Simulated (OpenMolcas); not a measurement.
**Dy³⁺ among point charges: CASSCF levels and susceptibility**

Aim: the splitting of the states of Dy³⁺ in the field of 4 point charges, its lowest levels with spin-orbit coupling and its magnetic susceptibility.

The numbers are computed with OpenMolcas 26.06 (state-averaged CASSCF, spin-orbit coupling by RASSI with atomic mean-field integrals), except any that are marked as measured or tabulated.

**1. The system**

* Species: Dy³⁺ (dysprosium, Z = 66, 63 electrons)
* Basis: ANO-RCC-VDZP [7s6p4d2f1g], 68 functions
* Scalar Hamiltonian: DKH2, point nucleus
* Inactive shells: 1s 2s 2p 3s 3p 3d 4s 4p 4d 5s 5p
* Active space: 9 electrons in 7 orbitals (4f)
* Some configurations of this space: 4f⁹
* Orbitals: optimised for the highest spin of each parity, averaged over all roots

The outer shells:

4f9
```
4f [↑↓][↑↓][↑ ][↑ ][↑ ][↑ ][↑ ]
```

The ion sits among 4 point charges of -1 e arranged as a tetrahedron (Td), 2.69 Å from the ion.

Each step is its own input file, run in one work folder so that later steps find the files of earlier ones. Labels, J, g values, rates, χT and fits are worked out afterwards by a script from the matrices that RASSI stores.

**2. One- and two-electron integrals**

Input file a.inp:

```
&GATEWAY
Coord
1

Dy 0.0 0.0 0.0
Basis=ANO-RCC-VDZP
Group=NoSym
NoMove
AngMom=0.0 0.0 0.0
AMFI
XField
4 Angstrom 0
1.553072 1.553072 1.553072 -1.000000
1.553072 -1.553072 -1.553072 -1.000000
-1.553072 1.553072 -1.553072 -1.000000
-1.553072 -1.553072 1.553072 -1.000000
&SEWARD
```

The run is started by

```
OMP_NUM_THREADS=1 MOLCAS_MEM=2252 MOLCAS_PROJECT=a pymolcas a.inp > a.log
```

**3. CASSCF: sextets, 21 roots**

Input file a.inp:

```
&RASSCF
FileOrb=start.orb
Symmetry=1
Spin=6
nActEl=9 0 0
Inactive=27
Ras2=7
CIRoot=21 21 1
SDav=21
CIMx=300
Iter=120 100
PrWF=0.3
OrbListing=Nothing
MaxOrb=0
>>> COPY $Project.JobIph JOB001
```

start.orb holds the contracted functions of the basis, ordered by shell, or the orbitals of the step before.

**4. CASSCF: quartets, 162 roots**

Input file a.inp:

```
&RASSCF
FileOrb=start.orb
Symmetry=1
Spin=4
nActEl=9 0 0
Inactive=27
Ras2=7
CIRoot=162 162 1
SDav=224
CIMx=300
Iter=120 100
PrWF=0.3
OrbListing=Nothing
MaxOrb=0
CIOnly
>>> COPY $Project.JobIph JOB002
```

**5. Reference wave functions, doublets, 162 roots**

Input file a.inp:

```
&RASSCF
FileOrb=start.orb
Symmetry=1
Spin=2
nActEl=9 0 0
Inactive=27
Ras2=7
CIRoot=162 162 1
SDav=490
CIMx=300
Iter=120 100
PrWF=0.3
OrbListing=Nothing
MaxOrb=0
CIOnly
>>> COPY $Project.JobIph JOB003
```

**6. RASSI: spin-orbit coupling between the states**

Input file a.inp:

```
&RASSI
NrOfJobIphs=3 21 108 35
1 2 3 4 5 6 7 8 9 10 11 12 13 14 15 16 17 18 19 20 21
1 2 3 4 5 6 7 8 9 10 11 12 13 14 15 16 17 18 19 20 21 22 23 24 25 26 27
28 29 30 31 32 33 34 35 36 37 38 39 40 41 42 43 44 45 46 47 48 49 50 51
52 53 54 55 56 57 58 59 60 61 62 63 64 65 66 67 68 69 70 71 72 73 74 75
76 77 78 79 80 81 82 83 84 85 86 87 88 89 90 91 92 93 94 95 96 97 98 99
100 101 102 103 104 105 106 107 108
1 2 3 4 5 6 7 8 9 10 11 12 13 14 15 16 17 18 19 20 21 22 23 24 25 26 27
28 29 30 31 32 33 34 35
IphNames
JOB001
JOB002
JOB003
EJob
SpinOrbit
DIPRint=1.0
SOCoupling=1000.0
Subsets=2
Property=9
'ANGMOM' 1 'ANGMOM' 2 'ANGMOM' 3 'MLTPL  1' 1 'MLTPL  1' 2 'MLTPL  1' 3
'AMFI' 1 'AMFI' 2 'AMFI' 3
SOProperty=3
'ANGMOM' 1 'ANGMOM' 2 'ANGMOM' 3
```

Q: Predict the outcome of this session. Wanted: spin-free ground state; first state of the same spin within the active space; lowest level; next level.

**Answer**, as computed:

| quantity | value |
| --- | --- |
| method | CASSCF |
| spin-free ground state | 6T2, 3-fold in its orbital part |
| first state of the same spin within the active space | 6E at 5.2 cm⁻¹ |
| lowest level | 4-fold Γ8 |
| next level | 10.0 cm⁻¹ |
| χT at 300 K | 14.06 cm³ K/mol |
| effective moment at 300 K | 10.60 μB |

What this shows: The spin-free ground state (6T2) comes to 100 % from free-ion H terms and keeps the highest spin of the shell. The quartets, doublets rest on orbitals optimised for another spin in at least one step, which raises them against the optimised states. Not all states of the active space went into the spin-orbit step. High states of lower spin are left out of the spin-orbit mixing, and CASSCF puts spin-flip levels too high. This is an electrostatic model: the charges have no orbitals.
